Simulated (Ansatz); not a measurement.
**CH5BSSi: basis-set convergence**

An exercise on one series of results from a longer session: the logs are not shown, and one member is left open.

The runs use Ansatz 0.2.0, Gaussian basis; one geometry, several basis sets.

Plan: PBE0-D4/def2-SVP; ωB97M-V/def2-SVP; PBE0-D4/def2-QZVPP; ωB97M-V/def2-QZVPP; the functionals' def2-TZVPP values are taken from earlier runs.

## Structure used throughout

All runs share one geometry, relaxed beforehand with PBE0-D4 in a triple-zeta def2 set.

9 atoms, charge 0, spin multiplicity 1.

Atoms are counted from 1 here; the program's logs count them from 0.

Bond lengths: C1–B2 1.546 Å, C1–H5 1.096 Å, C1–H6 1.095 Å, C1–H7 1.092 Å, B2–Si3 1.942 Å, B2–S4 1.777 Å, Si3–S4 2.168 Å, Si3–H8 1.483 Å, Si3–H9 1.483 Å. Angles: B2–C1–H5 109.6°, B2–C1–H6 110.1°, B2–C1–H7 113.9°, H5–C1–H6 105.6°, H5–C1–H7 108.6°, H6–C1–H7 108.8°, C1–B2–Si3 153.1°, C1–B2–S4 135.8°, Si3–B2–S4 71.1°, B2–Si3–S4 50.9°, B2–Si3–H8 124.3°, B2–Si3–H9 124.3°, S4–Si3–H8 113.8°, S4–Si3–H9 113.9°, H8–Si3–H9 110.9°, B2–S4–Si3 58.0°.

Set-up of the first run:

in.yaml reads:

```yaml
crystal:
  periodic: [false, false, false]
  atoms:
    - {symbol: C, position_ang: [-0.054896, 1.360487, -0.880113]}
    - {symbol: B, position_ang: [-0.015863, -0.059815, -0.269974]}
    - {symbol: Si, position_ang: [0.099618, -1.302830, 1.218153]}
    - {symbol: S, position_ang: [-0.074232, -1.719822, -0.902453]}
    - {symbol: H, position_ang: [0.866045, 1.895548, -0.623375]}
    - {symbol: H, position_ang: [-0.867111, 1.940603, -0.429788]}
    - {symbol: H, position_ang: [-0.173408, 1.371787, -1.965245]}
    - {symbol: H, position_ang: [-1.063601, -1.760956, 2.016206]}
    - {symbol: H, position_ang: [1.371948, -1.771402, 1.819388]}
basis:
  gaussian: {orbitals: def2-SVP}
hamiltonian: {xc: pbe0, dispersion: d4}
output: {orbitals: {seedname: orbitals}}
```

Launch:

```bash
> ansatz run in.yaml --threads 2 --pin off --events-out ev --progress --plain --max-ram 4352MiB
```

Steps of the session up to this table: PBE0-D4 in def2-SVP; ωB97M-V in def2-SVP; PBE0-D4 in def2-QZVPP; ωB97M-V in def2-QZVPP.

One of the session's tables, all rows but one given; the rest of the session is left out.

It belongs to the step «Density functionals: the series». 

```
functional       basis  HOMO (eV)
   PBE0-D4    def2-SVP      -7.00
   PBE0-D4  def2-TZVPP      -6.99
   PBE0-D4  def2-QZVPP      -7.00
   ωB97M-V    def2-SVP      -8.99
   ωB97M-V  def2-TZVPP      -9.01
   ωB97M-V  def2-QZVPP          ?
```

Q: Estimate the row for ωB97M-V, def2-QZVPP from the others.

**Answer.** HOMO (eV): -9.03. In the column «HOMO (eV)» it is the lowest.
